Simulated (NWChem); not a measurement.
# GaNH4O (SMILES [NH2][GaH][OH]): levels of theory compared

We compute a comparison of 6 runs (HF/STO-3G, HF/3-21G, B3LYP/6-31G*, PBE0/6-31G**, BLYP/6-311G**) of GaNH4O. 

Program for the calculation: NWChem 7.3.0.

### 1 The system as given

GaNH4O: 7 atoms, total charge 0, spin state singlet. As SMILES, `[NH2][GaH][OH]`. The shape is that of a PBE0-D4/def2-TZVP optimisation. This is one conformer, not always the lowest.

Bond lengths: N1–Ga2 1.813 Å, Ga2–O3 1.789 Å, N1–H4 1.005 Å, N1–H5 1.005 Å, Ga2–H6 1.547 Å, O3–H7 0.959 Å. Angles: N1–Ga2–O3 117.7°, N1–Ga2–H6 124.0°, O3–Ga2–H6 118.4°, Ga2–N1–H4 124.9°, Ga2–N1–H5 123.2°, Ga2–O3–H7 114.5°, H4–N1–H5 111.9°.

### 2 Energy and gradient at HF/STO-3G (run 1)

gah4no.xyz

```xyz
7
GaH4NO
N     -1.169100     0.089600    -0.272700
Ga     0.386800    -0.009600     0.652700
O      1.898500    -0.208700    -0.282300
H     -1.247100     0.041200    -1.273700
H     -2.065600     0.201700     0.168100
H      0.481300     0.067600     2.194500
H      1.776500    -0.249900    -1.232400
```

run.py

```python
from ase.io import read
from ase.calculators.nwchem import NWChem

molecule = read('gah4no.xyz')

calc = NWChem(
    label='gah4no',
    theory='scf',
    memory='2200 mb',
    basis='STO-3G',
    basispar='spherical bse',
    scf={'nopen': '0', 'rhf': None, 'thresh': '1e-08', 'maxiter': '80'},
)
molecule.calc = calc

forces = molecule.get_forces()
print(f"energy = {molecule.get_potential_energy():.6f} eV")
print("forces (eV/A):")
for s, f in zip(molecule.symbols, forces):
    print(f"{s:2s} {f[0]:10.5f} {f[1]:10.5f} {f[2]:10.5f}")
print("dipole (e A):", molecule.get_dipole_moment().round(4))
```

On the command line:

```sh
export ASE_NWCHEM_COMMAND="nwchem PREFIX.nwi > PREFIX.nwo"
python run.py
```

Log:

```text
energy = -55261.241850 eV
forces (eV/A):
N     5.51790   -0.35970    3.14503
Ga   -1.48322    0.04515   -1.76959
O    -2.59496    0.45786    3.68388
H    -0.25845   -0.00725   -0.58061
H    -0.60570    0.06042    0.02833
H    -0.03029   -0.16157   -2.93486
H    -0.54523   -0.03492   -1.57213
dipole (e A): [-0.3316  0.0205 -0.2124]
```

The calculator wrote gah4no.nwi:

```
title "gah4no"

permanent_dir gah4no

scratch_dir gah4no

start gah4no

geometry units angstrom nocenter noautosym noautoz
  N  -1.1691000000000000e+00 8.9599999999999999e-02 -2.7270000000000000e-01
  Ga 3.8679999999999998e-01 -9.5999999999999992e-03 6.5269999999999995e-01
  O  1.8985000000000001e+00 -2.0870000000000000e-01 -2.8230000000000000e-01
  H  -1.2471000000000001e+00 4.1200000000000001e-02 -1.2737000000000001e+00
  H  -2.0655999999999999e+00 2.0169999999999999e-01 1.6810000000000000e-01
  H  4.8130000000000001e-01 6.7599999999999993e-02 2.1945000000000001e+00
  H  1.7765000000000000e+00 -2.4990000000000001e-01 -1.2323999999999999e+00
end

memory 2200 mb

basis spherical bse noprint
   * library STO-3G
end

scf
  nopen 0
  rhf
  thresh 1e-08
  maxiter 80
end

task scf gradient
```

gah4no.nwo:

```text
Northwest Computational Chemistry Package (NWChem) 7.3.0
             --------------------------------------------------------

           Job information
           ---------------

    nwchem branch   = 7.3.0
    use scalapack   = T
    input           = gah4no.nwi
    prefix          = gah4no.
    data base       = gah4no/gah4no.db
    status          = startup
    nproc           =        1

           Memory information
           ------------------

[... 5 lines left out ...]
    hardfail = no
[... 135 lines left out ...]
         Quadratically convergent ROHF
[... 15 lines left out ...]
       Final RHF  results
[... 4 lines left out ...]
      Two-electron energy =   1013.499899303495
[... 41 lines left out ...]
                       ROHF Final Molecular Orbital Analysis
[... 215 lines left out ...]
                 ----------------------------------------
                 |  Time  |  1-e(secs)   |  2-e(secs)   |
                 ----------------------------------------
                 |  CPU   |       0.00   |       0.53   |
                 ----------------------------------------
                 |  WALL  |       0.00   |       0.53   |
                 ----------------------------------------

 Task  times  cpu:        2.8s     wall:        2.8s
 Total times  cpu:        2.8s     wall:        2.8s
```

It took 3.9 s on 1 thread of Intel Xeon 6975P-C (Granite Rapids), shared host; peak memory 0.099 GiB.

### 3 Energy and gradient at HF/3-21G (run 2)

run.py

```python
from ase import Atoms
from ase.calculators.nwchem import NWChem

molecule = Atoms(['N', 'Ga', 'O', 'H', 'H', 'H', 'H'], positions=[
    [-1.169100, 0.089600, -0.272700],
    [0.386800, -0.009600, 0.652700],
    [1.898500, -0.208700, -0.282300],
    [-1.247100, 0.041200, -1.273700],
    [-2.065600, 0.201700, 0.168100],
    [0.481300, 0.067600, 2.194500],
    [1.776500, -0.249900, -1.232400],
])

calc = NWChem(
    label='gah4no',
    theory='scf',
    memory='2200 mb',
    basis='3-21G',
    basispar='spherical bse',
    scf={'nopen': '0', 'rhf': None, 'thresh': '1e-08', 'maxiter': '80', 'print': 'low'},
)
molecule.calc = calc

forces = molecule.get_forces()
print("Total energy (eV):", round(molecule.get_potential_energy(), 6))
print("forces (eV/A):")
for s, f in zip(molecule.symbols, forces):
    print(f"{s:2s} {f[0]:10.5f} {f[1]:10.5f} {f[2]:10.5f}")
```

On the command line:

```sh
export ASE_NWCHEM_COMMAND="nwchem PREFIX.nwi > PREFIX.nwo"
python run.py
```

Log:

```text
Total energy (eV): -55642.425164
forces (eV/A):
N     0.72551   -0.05065    0.33810
Ga    0.41976   -0.09395   -0.94647
O    -1.56215    0.19633    0.79812
H    -0.13303    0.02309    0.18620
H     0.13658   -0.02237   -0.15499
H    -0.01918    0.01548    0.24323
H     0.43256   -0.06798   -0.46419
```

The calculator wrote gah4no.nwi:

```
title "gah4no"

permanent_dir gah4no

scratch_dir gah4no

start gah4no

geometry units angstrom nocenter noautosym noautoz
  N  -1.1691000000000000e+00 8.9599999999999999e-02 -2.7270000000000000e-01
  Ga 3.8679999999999998e-01 -9.5999999999999992e-03 6.5269999999999995e-01
  O  1.8985000000000001e+00 -2.0870000000000000e-01 -2.8230000000000000e-01
  H  -1.2471000000000001e+00 4.1200000000000001e-02 -1.2737000000000001e+00
  H  -2.0655999999999999e+00 2.0169999999999999e-01 1.6810000000000000e-01
  H  4.8130000000000001e-01 6.7599999999999993e-02 2.1945000000000001e+00
  H  1.7765000000000000e+00 -2.4990000000000001e-01 -1.2323999999999999e+00
end

memory 2200 mb

basis spherical bse noprint
   * library 3-21G
end

scf
  nopen 0
  rhf
  thresh 1e-08
  maxiter 80
  print low
end

task scf gradient
```

gah4no.nwo:

```text
Northwest Computational Chemistry Package (NWChem) 7.3.0
             --------------------------------------------------------

           Job information
           ---------------

    nwchem branch   = 7.3.0
    use scalapack   = T
    input           = gah4no.nwi
    prefix          = gah4no.
    data base       = gah4no/gah4no.db
    status          = startup
    nproc           =        1

           Memory information
           ------------------

[... 5 lines left out ...]
    hardfail = no
[... 111 lines left out ...]
       Final RHF  results
[... 3 lines left out ...]
      One-electron energy =  -3245.422818695256
[... 1 line left out ...]
 Nuclear repulsion energy =    196.029317326462
[... 18 lines left out ...]
 Task  times  cpu:        2.3s     wall:        2.3s
 Total times  cpu:        2.3s     wall:        2.3s
```

It took 3.3 s on 1 thread of Intel Xeon 6975P-C (Granite Rapids), shared host; peak memory 0.099 GiB.

Runs 3 to 5 aren't shown in full; the table further down has their settings and results.

### 4 Energy and gradient at BLYP/6-311G(d,p) (run 6)

run.xyz

```xyz
7
GaH4NO gradient
N     -1.169100     0.089600    -0.272700
Ga     0.386800    -0.009600     0.652700
O      1.898500    -0.208700    -0.282300
H     -1.247100     0.041200    -1.273700
H     -2.065600     0.201700     0.168100
H      0.481300     0.067600     2.194500
H      1.776500    -0.249900    -1.232400
```

run.py

```python
from ase.io import read
from ase.calculators.nwchem import NWChem

system = read('run.xyz')

calc = NWChem(
    label='run',
    theory='dft',
    memory='2200 mb',
    basis='6-311G**',
    basispar='spherical bse',
    dft={'xc': 'becke88 lyp', 'mult': '1', 'grid': 'fine', 'convergence': 'energy 1e-08', 'iterations': '100', 'mulliken': None},
)
system.calc = calc

forces = system.get_forces()
e = system.get_potential_energy()
print(f"E = {e:.6f} eV")
print("forces (eV/A):")
for s, f in zip(system.symbols, forces):
    print(f"{s:2s} {f[0]:10.5f} {f[1]:10.5f} {f[2]:10.5f}")
print("dipole (e A):", system.get_dipole_moment().round(4))
```

On the command line:

```sh
export ASE_NWCHEM_COMMAND="nwchem PREFIX.nwi > PREFIX.nwo"
python run.py
```

Log:

```text
E = -55982.491282 eV
forces (eV/A):
N    -0.07107    0.00591   -0.01486
Ga   -0.16244    0.04890    0.58832
O     0.74737   -0.05878    0.24837
H    -0.03816   -0.02257   -0.47010
H    -0.42166    0.05245    0.20435
H     0.01471    0.00262    0.07389
H    -0.06880   -0.02854   -0.62997
dipole (e A): [-0.4468  0.0273 -0.2901]
```

The calculator wrote run.nwi:

```
title "run"

permanent_dir run

scratch_dir run

start run

geometry units angstrom nocenter noautosym noautoz
  N  -1.1691000000000000e+00 8.9599999999999999e-02 -2.7270000000000000e-01
  Ga 3.8679999999999998e-01 -9.5999999999999992e-03 6.5269999999999995e-01
  O  1.8985000000000001e+00 -2.0870000000000000e-01 -2.8230000000000000e-01
  H  -1.2471000000000001e+00 4.1200000000000001e-02 -1.2737000000000001e+00
  H  -2.0655999999999999e+00 2.0169999999999999e-01 1.6810000000000000e-01
  H  4.8130000000000001e-01 6.7599999999999993e-02 2.1945000000000001e+00
  H  1.7765000000000000e+00 -2.4990000000000001e-01 -1.2323999999999999e+00
end

memory 2200 mb

basis spherical bse noprint
   * library 6-311G**
end

dft
  xc becke88 lyp
  mult 1
  grid fine
  convergence energy 1e-08
  iterations 100
  mulliken
end

task dft gradient
```

run.nwo:

```text
Northwest Computational Chemistry Package (NWChem) 7.3.0
             --------------------------------------------------------

           Job information
           ---------------

    nwchem branch   = 7.3.0
    use scalapack   = T
    input           = run.nwi
    prefix          = run.
    data base       = run/run.db
    status          = startup
    nproc           =        1

           Memory information
           ------------------

[... 5 lines left out ...]
    hardfail = no
[... 106 lines left out ...]
  convergence criterion.
[... 39 lines left out ...]
          Spatial weights used:  Erf1
[... 32 lines left out ...]
 1-e energy   =   -3253.710282
[... 45 lines left out ...]
           Coulomb energy =     1094.386436449399
[... 813 lines left out ...]
          Convergence on density requested:  1.00D-05
[... 25 lines left out ...]
          total energy or number of iterations.
[... 38 lines left out ...]
                 ----------------------------------------
                 |  Time  |  1-e(secs)   |  2-e(secs)   |
                 ----------------------------------------
                 |  CPU   |       0.01   |       4.96   |
                 ----------------------------------------
                 |  WALL  |       0.01   |       4.96   |
                 ----------------------------------------

 Task  times  cpu:       23.2s     wall:       23.2s
 Total times  cpu:       23.2s     wall:       23.2s
```

Run time: 24 s. Hardware: 1 thread of Intel Xeon 6975P-C (Granite Rapids), shared host; peak memory 0.12 GiB.

### 5 The series

```csv
run,level,Cartesian functions,iteration cap,energy (Eh),dipole moment (D),HOMO energy (eV),LUMO energy (eV),wall time
1,HF/STO-3G,no,80,-2030.813197,1.89,-7.22,6.63,3.9 s
2,HF/3-21G,no,80,-2044.821426,–,–,–,3.3 s
3,B3LYP/6-31G* (Cartesian functions),yes,100,-2057.037494,–,–,–,24 s
4,B3LYP/6-31G* (spherical functions),no,100,-2057.028809,2.62,-6.83,-0.17,20 s
5,PBE0/6-31G** (spherical functions),no,100,-2056.594161,2.58,-7.14,0.07,23 s
6,BLYP/6-311G**,no,100,-2057.318625,2.56,-5.69,-0.73,24 s
```

### 6 Summary of results

| quantity | value |
| --- | --- |
| run 6: total energy | -2057.31863 Eh |
| run 6: dipole moment | 2.56 D |
| run 6: HOMO energy | -5.69 eV |
| run 6: LUMO energy | -0.73 eV |
| run 6: HOMO–LUMO gap | 4.95 eV |
| run 6: largest force on an atom | 0.790 eV/Å |

What this shows: Over runs 1, 4, 5, 6 the dipole moment (its size) runs from 1.89 D (HF/STO-3G) to 2.62 D (B3LYP/6-31G*). The two ends differ in method and basis. Over runs 1, 4, 5, 6 the HOMO–LUMO gap runs from 4.95 eV (BLYP/6-311G**) to 13.85 eV (HF/STO-3G). Totals of different functionals can't be ranked against each other. In run 1 the basis is minimal, so the values are rough. All runs together took 99 s, the longest 24 s.
